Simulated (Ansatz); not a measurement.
# C2H6Br2Si2: vertical ionisation energy

One table from this session's results is given with a row withheld; the runs are named, their logs left out.

Method: unrestricted cation, the program's frozen cores in correlated methods; program: Ansatz 0.2.0, Gaussian basis.

Plan: UKS PBE-D4/def2-TZVPP; UKS r2SCAN-D4/def2-TZVPP; UKS PBE0-D4/def2-TZVPP; UKS B3LYP-D4/def2-TZVPP; UKS wB97X-V/def2-TZVPP; UKS wB97M-V/def2-TZVPP; UKS B2PLYP (frozen core with filled d shells)/def2-TZVPP; UHF-CCSD(T) with filled d shells/def2-TZVPP; UHF-MP2 with filled d shells/def2-QZVPP; extrapolation to the limit; then −ε(HOMO) from the neutral's earlier runs with LDA (SPW92), PBE-D4, revPBE-D4, BLYP-D4, r2SCAN-D4, B97M-V, PBE0-D4, B3LYP-D4, r2SCANh-D4, r2SCAN0-D4, HSE06-D4, BHLYP-D4, CAM-B3LYP-D4, LC-ωPBE, ωB97X-V, ωB97M-V.

1 further run of the same task is left out (it didn't finish).

## Structure used throughout

All runs share one geometry, relaxed beforehand with PBE0-D4 in a triple-zeta def2 set.

SMILES `C=C[Si]([SiH3])(Br)Br`, 12 atoms, charge 0, spin multiplicity 1.

Atoms are counted from 1 here; the program's logs count them from 0.

Bond lengths: C1–C2 1.329 Å, C1–H7 1.086 Å, C1–H8 1.086 Å, C2–Si3 1.849 Å, C2–H9 1.089 Å, Si3–Si4 2.335 Å, Si3–Br5 2.225 Å, Si3–Br6 2.229 Å, Si4–H10 1.485 Å, Si4–H11 1.486 Å, Si4–H12 1.487 Å. Angles: C2–C1–H7 121.7°, C2–C1–H8 121.7°, H7–C1–H8 116.6°, C1–C2–Si3 124.9°, C1–C2–H9 119.1°, Si3–C2–H9 116.0°, C2–Si3–Si4 114.8°, C2–Si3–Br5 109.5°, C2–Si3–Br6 107.9°, Si4–Si3–Br5 108.0°, Si4–Si3–Br6 107.3°, Br5–Si3–Br6 109.2°, Si3–Si4–H10 108.9°, Si3–Si4–H11 109.4°, Si3–Si4–H12 109.1°, H10–Si4–H11 110.1°, H10–Si4–H12 109.8°, H11–Si4–H12 109.5°.

The first run:

File in.yaml:

```yaml
crystal:
  periodic: [false, false, false]
  atoms:
    - {symbol: C, position_ang: [-1.153684, -1.755572, 1.145967]}
    - {symbol: C, position_ang: [-1.185096, -0.669678, 0.380340]}
    - {symbol: Si, position_ang: [0.071646, 0.686163, 0.416719]}
    - {symbol: Si, position_ang: [1.342468, 0.893733, -1.530880]}
    - {symbol: Br, position_ang: [1.468243, 0.359772, 2.118319]}
    - {symbol: Br, position_ang: [-1.007970, 2.613880, 0.712287]}
    - {symbol: H, position_ang: [-1.909235, -2.531559, 1.066338]}
    - {symbol: H, position_ang: [-0.375306, -1.909085, 1.886989]}
    - {symbol: H, position_ang: [-1.990056, -0.555645, -0.344846]}
    - {symbol: H, position_ang: [2.244294, 2.065079, -1.395072]}
    - {symbol: H, position_ang: [2.140950, -0.343496, -1.733056]}
    - {symbol: H, position_ang: [0.430846, 1.091310, -2.689103]}
basis:
  gaussian: {orbitals: def2-TZVPP}
total_charge: 1
magnetization: {spin_polarized: true, initial_magnetization: 1}
hamiltonian: {xc: pbe, dispersion: d4}
```

Among the steps run: Cation, UKS PBE-D4/def2-TZVPP; Cation, UKS r2SCAN-D4/def2-TZVPP; Cation, UKS PBE0-D4/def2-TZVPP; Cation, UKS B3LYP-D4/def2-TZVPP; Cation, UKS wB97X-V/def2-TZVPP; Cation, UKS wB97M-V/def2-TZVPP; Cation, UKS B2PLYP (frozen core with filled d shells)/def2-TZVPP; Cation, UHF-CCSD(T) with filled d shells/def2-TZVPP; Cation, UHF-MP2 with filled d shells/def2-QZVPP.

One table of the session follows, with a row left open; its other results are not shown here.

Orbital estimates, from the neutral's runs:

```
  functional  −ε(HOMO) (eV)
 LDA (SPW92)           6.86
      PBE-D4           6.73
   revPBE-D4           6.68
     BLYP-D4           6.59
   r2SCAN-D4           7.01
      B97M-V           7.09
     PBE0-D4           7.86
    B3LYP-D4           7.66
  r2SCANh-D4           7.42
  r2SCAN0-D4           8.04
    HSE06-D4           7.47
    BHLYP-D4           8.88
CAM-B3LYP-D4           9.13
     LC-ωPBE              ?
     ωB97X-V          10.09
     ωB97M-V           9.89
```

Q: Estimate the row for LC-ωPBE from the others.

**Answer.** −ε(HOMO) (eV): 10.40. In the column «−ε(HOMO) (eV)» it is the highest.

Caveats from the session: The cation may have settled in a state other than its lowest; no search over hole states beyond the program's own was made.
